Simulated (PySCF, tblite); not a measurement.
**C9H12O: geometry, infrared bands and NMR shifts**

What infrared bands and NMR shifts should C9H12O (`C#C/C=C1\CCC[C@H]1CO`) show?

The runs use tblite 0.8.0 and PySCF 2.14.0, with density-fitted response routines of our own; the level of theory stands in each step. All values are computed, except where a source is named. Atoms are numbered from 0 throughout.

## Step 1: Starting geometry

22 atoms, charge 0, multiplicity 1; geometry from: force field or distance geometry start.

Bonds of the start (Å): C0–C1 1.22, C1–C2 1.40, C2–C3 1.34, C3–C4 1.52, C4–C5 1.53, C5–C6 1.52, C6–C7 1.53, C7–C8 1.53, C8–O9 1.42, C7–C3 1.51, C0–H10 1.05, C2–H11 1.09, C4–H12 1.09, C4–H13 1.09, C5–H14 1.09, C5–H15 1.10, C6–H16 1.10, C6–H17 1.10, C7–H18 1.10, C8–H19 1.10, C8–H20 1.10, O9–H21 0.97.

## Step 2: Optimising the geometry with GFN2-xTB

Job settings and geometry (Å):

```
{"job": {"kind": "relax", "xc": "GFN2-xTB", "basis": "xTB"}, "charge": 0, "multiplicity": 1}
C      3.858600     1.106800     0.433700
C      2.665200     1.168900     0.211300
C      1.282300     1.233700    -0.027900
C      0.493700     0.155900    -0.147400
C      0.976100    -1.278600     0.008300
C     -0.247500    -2.113000    -0.367800
C     -1.416300    -1.241600     0.053600
C     -0.999800     0.166300    -0.384300
C     -1.816300     1.234100     0.338500
O     -1.687000     2.506300    -0.289900
H      4.893700     1.059900     0.623000
H      0.844200     2.228700    -0.134200
H      1.813400    -1.505800    -0.649600
H      1.270700    -1.473500     1.037100
H     -0.275100    -2.280700    -1.445500
H     -0.245200    -3.083800     0.148100
H     -1.550200    -1.290500     1.149000
H     -2.352200    -1.573000    -0.413500
H     -1.157600     0.254500    -1.467100
H     -1.503700     1.343100     1.388000
H     -2.890400     0.991100     0.334500
H     -1.967100     2.410600    -1.217900
```

Started as:

```console
> OMP_NUM_THREADS=1 python probes_run.py task.json out
```

The driver reads the jobs from task.json and runs them one after another.

**Question.** This job is followed by: GFN2-xTB harmonic vibrations, gas phase; GIAO PBE0/pcSseg-1 NMR shielding, non-relativistic, gas phase. Predict these results of the whole session: strongest single infrared mode (GFN2-xTB); zero-point energy (GFN2-xTB); 13C shifts against TMS (PBE0/pcSseg-1); 1H shifts against TMS (PBE0/pcSseg-1); 17O shifts against H2O (PBE0/pcSseg-1).

As calculated:

| quantity | value |
| --- | --- |
| strongest single infrared mode (GFN2-xTB) | 2988 cm⁻¹, 110 km/mol |
| zero-point energy (GFN2-xTB) | 115.0 kcal/mol |
| 13C shifts against TMS (PBE0/pcSseg-1) | 174.1, 109.6, 92.1, 86.8, 72.7, 53.5, 37.4, 33.7, 28.4 ppm |
| 1H shifts against TMS (PBE0/pcSseg-1) | 6.72, 4.22, 3.59, 2.95, 2.95, 2.55, 2.31, 1.84, 1.77, 1.60, 1.06, 0.00 ppm |
| 17O shifts against H2O (PBE0/pcSseg-1) | 49.0 ppm |

Relaxing lowered the energy by 0.092 eV in 89 steps; the close pair that moved most is C8–O9, from 1.425 to 1.407 Å. All 60 modes are real, so the xTB geometry is a minimum. The strongest single mode, at 2988 cm⁻¹, moves mainly H14 and H16. Unscaled tight-binding wavenumbers are off by several per cent, some by more. Its intensities can rank the bands wrongly. The most deshielded hydrogen is H11 (hydrogen on an alkene CH), at 6.72 ppm: attached to an sp2 carbon and in the plane of the double bond. At PBE0/pcSseg-1: The largest span, 299 ppm, is at C1, where the paramagnetic term is -152 ppm.
